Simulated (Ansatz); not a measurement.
# CH3InS: basis-set convergence

How large a basis does CH3InS need? Two functionals are run in growing sets.

Program: Ansatz 0.2.0, Gaussian basis. Level of theory: one geometry, several basis sets. These are calculated values, not measurements.

Plan: PBE0-D4/def2-SVP; ωB97M-V/def2-SVP; PBE0-D4/def2-QZVPP; ωB97M-V/def2-QZVPP; the functionals' def2-TZVPP values are taken from earlier runs.

## Step 1: Structure used throughout

An earlier PBE0-D4 in a triple-zeta def2 set relaxation fixed the geometry. In takes the def2 core potential; no spin-orbit term is included.

6 atoms, charge 0, spin multiplicity 1.

Atoms are counted from 1 here; the program's logs count them from 0.

Bond lengths: C1–S2 1.858 Å, C1–In3 2.099 Å, C1–H4 1.086 Å, C1–H5 1.086 Å, S2–In3 2.393 Å, In3–H6 1.669 Å. Angles: S2–C1–In3 74.1°, S2–C1–H4 114.5°, S2–C1–H5 114.5°, In3–C1–H4 117.9°, In3–C1–H5 117.9°, H4–C1–H5 112.6°, C1–S2–In3 57.6°, C1–In3–S2 48.3°, C1–In3–H6 177.0°, S2–In3–H6 134.7°.

## Step 2: PBE0-D4 in def2-SVP

in.yaml reads:

```yaml
crystal:
  periodic: [false, false, false]
  atoms:
    - {symbol: C, position_ang: [-0.227305, -0.729690, -0.493598]}
    - {symbol: S, position_ang: [-1.321046, 0.764429, -0.644271]}
    - {symbol: In, position_ang: [0.606334, 0.722606, 0.772629]}
    - {symbol: H, position_ang: [0.313506, -0.984970, -1.399891]}
    - {symbol: H, position_ang: [-0.702961, -1.591431, -0.035169]}
    - {symbol: H, position_ang: [1.331482, 1.819057, 1.800299]}
basis:
  gaussian: {orbitals: def2-SVP}
hamiltonian: {xc: pbe0, dispersion: d4}
output: {orbitals: {seedname: orbitals}}
```

On the command line:

```
$ ansatz run in.yaml --threads 2 --pin off --events-out ev --progress --plain --max-ram 4352MiB
```

After this run come: ωB97M-V in def2-SVP; PBE0-D4 in def2-QZVPP; ωB97M-V in def2-QZVPP.

Before running them: what should the planned runs give, taken together? Wanted: PBE0-D4: double and triple zeta above quadruple; ωB97M-V: double and triple zeta above quadruple.

As calculated:

| quantity | value |
| --- | --- |
| PBE0-D4: double and triple zeta above quadruple | 5.76, 0.44 eV |
| ωB97M-V: double and triple zeta above quadruple | 5.79, 0.42 eV |

What this shows: PBE0-D4 gains 5.32 eV from double to triple zeta, then 0.44 eV more. These are total energies; as a rule much of such shifts cancels in differences, which this series doesn't test.
